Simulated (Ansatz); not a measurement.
**CH₆ClNSi: a ladder of functionals and wavefunction methods**

One table from this session's results is given with a row withheld; the runs are named, their logs left out.

Program: Ansatz 0.2.0, Gaussian basis. Level of theory: functionals in def2-TZVPP, the program's frozen cores in correlated methods. These are calculated values, not measurements.

Levels to be run: LDA (SPW92), PBE-D4, revPBE-D4, BLYP-D4, r2SCAN-D4, B97M-V, PBE0-D4, B3LYP-D4, r2SCANh-D4, r2SCAN0-D4, HSE06-D4, BHLYP-D4, CAM-B3LYP-D4, LC-ωPBE, ωB97X-V, ωB97M-V, B2PLYP, PBE-QIDH; CCSD(T)/def2-SVP; CCSD(T)/def2-TZVPP; CCSD(T)/def2-QZVPP; extrapolation to the limit; RPA on PBE.

## The relaxed structure

The geometry comes from an earlier relaxation with PBE0-D4 in a triple-zeta def2 set; it is a stationary point, not always the lowest conformer.

10 atoms, charge 0, spin multiplicity 1.

Atoms are counted from 1 here; the program's logs count them from 0.

Bond lengths: C1–Si2 1.853 Å, C1–H5 1.092 Å, C1–H6 1.092 Å, C1–H7 1.093 Å, Si2–N3 1.706 Å, Si2–Cl4 2.081 Å, Si2–H8 1.480 Å, N3–H9 1.008 Å, N3–H10 1.008 Å. Angles: Si2–C1–H5 110.6°, Si2–C1–H6 110.4°, Si2–C1–H7 110.6°, H5–C1–H6 108.8°, H5–C1–H7 107.8°, H6–C1–H7 108.5°, C1–Si2–N3 110.0°, C1–Si2–Cl4 106.9°, C1–Si2–H8 113.9°, N3–Si2–Cl4 113.8°, N3–Si2–H8 107.4°, Cl4–Si2–H8 105.0°, Si2–N3–H9 120.0°, Si2–N3–H10 119.7°, H9–N3–H10 110.7°.

Coordinates:

```xyz
10

C    -0.9243    0.9603   -0.4296
Si   -0.0556   -0.6376   -0.0734
N     1.2008   -0.3792    1.0508
Cl    0.5949   -1.3925   -1.9008
H    -1.7200    0.8095   -1.1616
H    -1.3595    1.3697    0.4850
H    -0.2269    1.6943   -0.8414
H    -0.9365   -1.6895    0.4826
H     1.8475    0.3826    0.9176
H     1.6627   -1.1687    1.4738
```

Set-up of the first run:

in.yaml

```yaml
crystal:
  periodic: [false, false, false]
  atoms:
    - {symbol: C, position_ang: [-0.924340, 0.960315, -0.429601]}
    - {symbol: Si, position_ang: [-0.055585, -0.637614, -0.073375]}
    - {symbol: N, position_ang: [1.200848, -0.379168, 1.050771]}
    - {symbol: Cl, position_ang: [0.594921, -1.392457, -1.900839]}
    - {symbol: H, position_ang: [-1.719983, 0.809460, -1.161595]}
    - {symbol: H, position_ang: [-1.359451, 1.369694, 0.484975]}
    - {symbol: H, position_ang: [-0.226905, 1.694279, -0.841385]}
    - {symbol: H, position_ang: [-0.936542, -1.689533, 0.482583]}
    - {symbol: H, position_ang: [1.847478, 0.382613, 0.917600]}
    - {symbol: H, position_ang: [1.662661, -1.168691, 1.473766]}
basis:
  gaussian: {orbitals: def2-TZVPP}
hamiltonian: {xc: lda}
output: {orbitals: {seedname: orbitals}}
```

On the command line:

```bash
ansatz run in.yaml --threads 2 --pin off --events-out ev --progress --plain --max-ram 32768MiB --backend cpu
```

Among the steps run: LDA; PBE-D4 (GGA); revPBE-D4 (GGA); BLYP-D4 (GGA); r2SCAN-D4 (meta-GGA); B97M-V (meta-GGA); B3LYP-D4 (hybrid); r2SCANh-D4 (hybrid); r2SCAN0-D4 (hybrid); HSE06-D4 (hybrid); BHLYP-D4 (hybrid); CAM-B3LYP-D4 (range-separated); LC-ωPBE (range-separated); ωB97X-V (range-separated); ωB97M-V (range-separated); B2PLYP (double hybrid); PBE-QIDH (double hybrid).

One of the session's tables, all rows but one given; the rest of the session is left out.

It belongs to the step «Orbital energies across the functionals». 

| functional | HOMO (eV) | LUMO (eV) | gap (eV) |
| --- | --- | --- | --- |
| LDA (SPW92) | ? | ? | ? |
| PBE-D4 | -6.39 | -0.07 | 6.32 |
| revPBE-D4 | -6.33 | 0.00 | 6.33 |
| BLYP-D4 | -6.26 | -0.07 | 6.19 |
| r2SCAN-D4 | -6.71 | 0.56 | 7.28 |
| B97M-V | -6.81 | 0.15 | 6.96 |
| PBE0-D4 | -7.84 | 0.76 | 8.60 |
| B3LYP-D4 | -7.58 | 0.43 | 8.01 |
| r2SCANh-D4 | -7.25 | 0.82 | 8.07 |
| r2SCAN0-D4 | -8.07 | 1.18 | 9.25 |
| HSE06-D4 | -7.44 | 0.39 | 7.83 |
| BHLYP-D4 | -9.19 | 1.40 | 10.59 |
| CAM-B3LYP-D4 | -9.27 | 1.55 | 10.82 |
| LC-ωPBE | -10.70 | 2.85 | 13.55 |
| ωB97X-V | -10.31 | 2.64 | 12.95 |
| ωB97M-V | -10.20 | 2.19 | 12.40 |

**Question.** Estimate the row for LDA (SPW92).

The run gave: HOMO (eV): -6.56; LUMO (eV): -0.22; gap (eV): 6.34. In the column «HOMO (eV)» it lies between r2SCAN-D4 (-6.71) and PBE-D4 (-6.39).
